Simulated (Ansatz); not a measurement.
**CH6BCl2N: a ladder of functionals and wavefunction methods**

The task here is to estimate one member of a computed series from the others.

Program: Ansatz 0.2.0, Gaussian basis. Level of theory: functionals in def2-TZVPP, the program's frozen cores in correlated methods. These are calculated values, not measurements.

Levels to be run: LDA (SPW92), PBE-D4, revPBE-D4, BLYP-D4, r2SCAN-D4, B97M-V, PBE0-D4, B3LYP-D4, r2SCANh-D4, r2SCAN0-D4, HSE06-D4, BHLYP-D4, CAM-B3LYP-D4, LC-ωPBE, ωB97X-V, ωB97M-V, B2PLYP, PBE-QIDH; CCSD(T)/def2-SVP; CCSD(T)/def2-TZVPP; MP2/def2-QZVPP; extrapolation to the limit; RPA on PBE.

## The geometry

All runs share one geometry, relaxed beforehand with PBE0-D4 in a triple-zeta def2 set.

SMILES `C[B-]([NH3+])(Cl)Cl`, 11 atoms, charge 0, spin multiplicity 1.

Atoms are counted from 1 here; the program's logs count them from 0.

Bond lengths: C1–B2 1.585 Å, C1–H6 1.092 Å, C1–H7 1.095 Å, C1–H8 1.095 Å, B2–N3 1.625 Å, B2–Cl4 1.853 Å, B2–Cl5 1.853 Å, N3–H9 1.017 Å, N3–H10 1.017 Å, N3–H11 1.017 Å. Angles: B2–C1–H6 109.7°, B2–C1–H7 112.3°, B2–C1–H8 112.3°, H6–C1–H7 106.9°, H6–C1–H8 106.9°, H7–C1–H8 108.4°, C1–B2–N3 109.8°, C1–B2–Cl4 113.8°, C1–B2–Cl5 113.8°, N3–B2–Cl4 103.0°, N3–B2–Cl5 103.0°, Cl4–B2–Cl5 112.2°, B2–N3–H9 109.0°, B2–N3–H10 110.6°, B2–N3–H11 110.6°, H9–N3–H10 108.6°, H9–N3–H11 108.6°, H10–N3–H11 109.6°.

Set-up of the first run:

File in.yaml:

```yaml
crystal:
  periodic: [false, false, false]
  atoms:
    - {symbol: C, position_ang: [-1.212377, 0.255358, 0.570848]}
    - {symbol: B, position_ang: [0.011033, 0.415546, -0.424828]}
    - {symbol: N, position_ang: [1.148017, -0.694845, -0.083508]}
    - {symbol: Cl, position_ang: [-0.410789, 0.052032, -2.192188]}
    - {symbol: Cl, position_ang: [0.922468, 2.018010, -0.237700]}
    - {symbol: H, position_ang: [-1.975204, 1.001631, 0.340542]}
    - {symbol: H, position_ang: [-0.920395, 0.409158, 1.615262]}
    - {symbol: H, position_ang: [-1.690512, -0.726450, 0.486297]}
    - {symbol: H, position_ang: [1.926261, -0.581347, -0.728665]}
    - {symbol: H, position_ang: [1.493502, -0.572180, 0.865018]}
    - {symbol: H, position_ang: [0.773294, -1.634114, -0.190578]}
basis:
  gaussian: {orbitals: def2-TZVPP}
hamiltonian: {xc: lda}
output: {orbitals: {seedname: orbitals}}
```

Command:

```
ansatz run in.yaml --threads 4 --pin off --events-out ev --progress --plain --max-ram 10444MiB
```

Among the steps run: LDA; PBE-D4 (GGA); revPBE-D4 (GGA); BLYP-D4 (GGA); r2SCAN-D4 (meta-GGA); B97M-V (meta-GGA); PBE0-D4 (hybrid); B3LYP-D4 (hybrid); r2SCANh-D4 (hybrid); r2SCAN0-D4 (hybrid); HSE06-D4 (hybrid); BHLYP-D4 (hybrid); CAM-B3LYP-D4 (range-separated); LC-ωPBE (range-separated); ωB97X-V (range-separated); ωB97M-V (range-separated); B2PLYP (double hybrid); PBE-QIDH (double hybrid).

One table of the session follows, with a row left open; its other results are not shown here.

It belongs to the step «Frontier levels by functional». 

```
  functional  HOMO (eV)  gap (eV)
 LDA (SPW92)      -6.58      5.44
      PBE-D4      -6.45      5.43
   revPBE-D4      -6.39      5.45
     BLYP-D4      -6.29      5.23
   r2SCAN-D4      -6.78      6.49
      B97M-V      -6.90      6.07
     PBE0-D4          ?         ?
    B3LYP-D4      -7.55      6.99
  r2SCANh-D4      -7.29      7.24
  r2SCAN0-D4      -8.05      8.34
    HSE06-D4      -7.42      6.87
    BHLYP-D4      -9.07      9.46
CAM-B3LYP-D4      -9.19      9.74
     LC-ωPBE     -10.62     12.50
     ωB97X-V     -10.25     11.91
     ωB97M-V     -10.09     11.30
```

Q: Estimate the row for PBE0-D4 from the others.

As computed: HOMO (eV): -7.83; gap (eV): 7.64. In the column «HOMO (eV)» it lies between r2SCAN0-D4 (-8.05) and B3LYP-D4 (-7.55).
